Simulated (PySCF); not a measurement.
# BeCl+: bond curves at several levels of theory

One job finds the state of BeCl+, follows it along the bond with each method and fits the curves.

Computed with PySCF 2.14.0. Level: Be aug-pcseg-1, Cl aug-pcseg-1, no relativity.

## 1. Input

The job is set up so:

```yaml
atoms: Be, Cl
charge: 1
basis: Be aug-pcseg-1, Cl aug-pcseg-1
Hamiltonian: no relativity
basis_functions: 40
electrons_treated: 20
masses_in_u: 9.0122, 34.9689
levels: PBE0, PBE, r²SCAN, B2PLYP, BLYP, BP86, CAM-B3LYP, HF, MP2, SCS-MP2, CCSD, CCSD(T)
grid: 80 radial by 434 angular points
occupations: held fixed by the projection of orbital angular momentum
dissociation_limit: Be+ + Cl, each in its ground configuration
starting_distance_in_angstrom: 2.030
values_of_2S_to_try: 0, 2
```

Run with:

```
$ OMP_NUM_THREADS=1 python dia.py task.json out
```

The runs that follow: The PBE0 curve of the state that the search chose; Higher solutions at PBE0; PBE (GGA); r²SCAN; B2PLYP; BLYP (GGA); BP86 (GGA); CAM-B3LYP (range-separated hybrid); RHF (mean field); Adding correlation.

What does the calculation give? Wanted: for each run, Re; ωe; De; μ.

**Answer**, as computed:

Lowest PBE0 solution found, without spin–orbit coupling: ¹Σ⁺ (singlet), closed shell. State 2 has its PBE0 minimum 3.20 eV higher. The other levels ran on the lowest alone.

```tsv
level	Re (Å)	ωe (cm⁻¹)	De (eV)	μ (D)
RHF	1.733	1008	2.82	-8.69
RHF-MP2	1.745	984	3.95	n/a
RHF-SCS-MP2	1.745	980	3.86	n/a
RHF-CCSD	1.746	976	3.81	n/a
RHF-CCSD(T)	1.749	968	3.89	n/a
PBE	1.738	976	4.41	-7.83
BLYP	1.742	964	4.25	-7.81
BP86	1.742	969	4.38	-7.91
r²SCAN	1.736	990	4.28	-8.15
PBE0	1.729	1000	4.25	-8.07
CAM-B3LYP	1.724	1008	4.19	-8.09
B2PLYP	1.735	989	4.12	-8.33
```

De is counted to Be+ + Cl in their ground configurations. A positive dipole points from Be to Cl; in an ion it is taken about the centre of mass and does not tell which atom is negative.

Differences from CCSD(T) in the same basis:

```tsv
level	Re (mÅ)	ωe (%)
RHF	-17	+4.1
RHF-MP2	-4	+1.6
RHF-SCS-MP2	-4	+1.2
RHF-CCSD	-3	+0.8
PBE	-11	+0.8
BLYP	-7	-0.4
BP86	-7	+0.1
r²SCAN	-13	+2.3
PBE0	-20	+3.3
CAM-B3LYP	-25	+4.1
B2PLYP	-14	+2.1
```

What this shows: Against CCSD(T) in the same basis, the bond length is nearest at RHF-CCSD (-3 mÅ) and farthest at CAM-B3LYP (-25 mÅ); the wavenumber is nearest at BP86 (+0.1 %) and farthest at RHF and CAM-B3LYP (+4.1 %). Hartree–Fock falls on the short and stiff side, its usual fault. CCSD(T) in a basis this small is itself some way from its limit, more so than the functionals. Of the levels with a De here, RHF gives the least (2.82 eV) and PBE the most (4.41 eV).

Correlated steps freeze 5 core orbitals. B2PLYP dipoles, levels and charges come from its SCF part alone.
